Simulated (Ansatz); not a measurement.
# CH₇ClN₂Zr: how energies converge with the basis set

An exercise on one series of results from a longer session: the logs are not shown, and one member is left open.

The runs use Ansatz 0.2.0, Gaussian basis; one geometry, several basis sets.

The runs, in order: PBE0-D4/def2-SVP; ωB97M-V/def2-SVP; PBE0-D4/def2-QZVPP; ωB97M-V/def2-QZVPP; the functionals' def2-TZVPP values are taken from earlier runs.

### The geometry

All runs share one geometry, relaxed beforehand with PBE0-D4 in a triple-zeta def2 set. Zr takes the def2 core potential; no spin-orbit term is included.

SMILES `[CH3][Zr]([NH2])([NH2])[Cl]`, 12 atoms, charge 0, spin multiplicity 1.

Atoms are counted from 1 here; the program's logs count them from 0.

Bond lengths: C1–Zr2 2.221 Å, C1–H6 1.096 Å, C1–H7 1.097 Å, C1–H8 1.096 Å, Zr2–N3 2.019 Å, Zr2–N4 2.021 Å, Zr2–Cl5 2.377 Å, N3–H9 1.011 Å, N3–H10 1.013 Å, N4–H11 1.010 Å, N4–H12 1.012 Å. Angles: Zr2–C1–H6 111.5°, Zr2–C1–H7 110.2°, Zr2–C1–H8 112.0°, H6–C1–H7 107.9°, H6–C1–H8 107.2°, H7–C1–H8 107.7°, C1–Zr2–N3 107.9°, C1–Zr2–N4 104.3°, C1–Zr2–Cl5 108.9°, N3–Zr2–N4 107.8°, N3–Zr2–Cl5 115.2°, N4–Zr2–Cl5 112.1°, Zr2–N3–H9 127.5°, Zr2–N3–H10 123.6°, H9–N3–H10 108.7°, Zr2–N4–H11 127.3°, Zr2–N4–H12 123.8°, H11–N4–H12 108.7°.

Set-up of the first run:

The input, in.yaml:

```yaml
crystal:
  periodic: [false, false, false]
  atoms:
    - {symbol: C, position_ang: [-1.431666, 1.105957, 0.263944]}
    - {symbol: Zr, position_ang: [0.418019, 0.102900, -0.446973]}
    - {symbol: N, position_ang: [1.722871, 0.044293, 1.093113]}
    - {symbol: N, position_ang: [-0.161800, -1.792575, -0.839597]}
    - {symbol: Cl, position_ang: [1.199779, 1.218479, -2.394562]}
    - {symbol: H, position_ang: [-1.773042, 0.689927, 1.219246]}
    - {symbol: H, position_ang: [-1.250418, 2.178385, 0.407877]}
    - {symbol: H, position_ang: [-2.256329, 0.999891, -0.449664]}
    - {symbol: H, position_ang: [2.728618, 0.142681, 1.052168]}
    - {symbol: H, position_ang: [1.441757, -0.007126, 2.064663]}
    - {symbol: H, position_ang: [0.121578, -2.632602, -0.355205]}
    - {symbol: H, position_ang: [-0.759368, -2.050219, -1.615012]}
basis:
  gaussian: {orbitals: def2-SVP}
hamiltonian: {xc: pbe0, dispersion: d4}
output: {orbitals: {seedname: orbitals}}
```

The run is started by

```bash
> ansatz run in.yaml --threads 2 --pin off --events-out ev --progress --plain --max-ram 22528MiB --backend cpu
```

Steps of the session up to this table: PBE0-D4 in def2-SVP; ωB97M-V in def2-SVP; PBE0-D4 in def2-QZVPP; ωB97M-V in def2-QZVPP.

One of the session's tables, all rows but one given; the rest of the session is left out.

It belongs to the step «Density functionals: the series». 

| functional | basis | HOMO (eV) |
| --- | --- | --- |
| PBE0-D4 | def2-SVP | -7.27 |
| PBE0-D4 | def2-TZVPP | ? |
| PBE0-D4 | def2-QZVPP | -7.42 |
| ωB97M-V | def2-SVP | -9.60 |
| ωB97M-V | def2-TZVPP | -9.72 |
| ωB97M-V | def2-QZVPP | -9.75 |

**Question.** Estimate the row for PBE0-D4, def2-TZVPP.

**Answer.** HOMO (eV): -7.39. In the column «HOMO (eV)» it lies between PBE0-D4, def2-QZVPP (-7.42) and PBE0-D4, def2-SVP (-7.27).
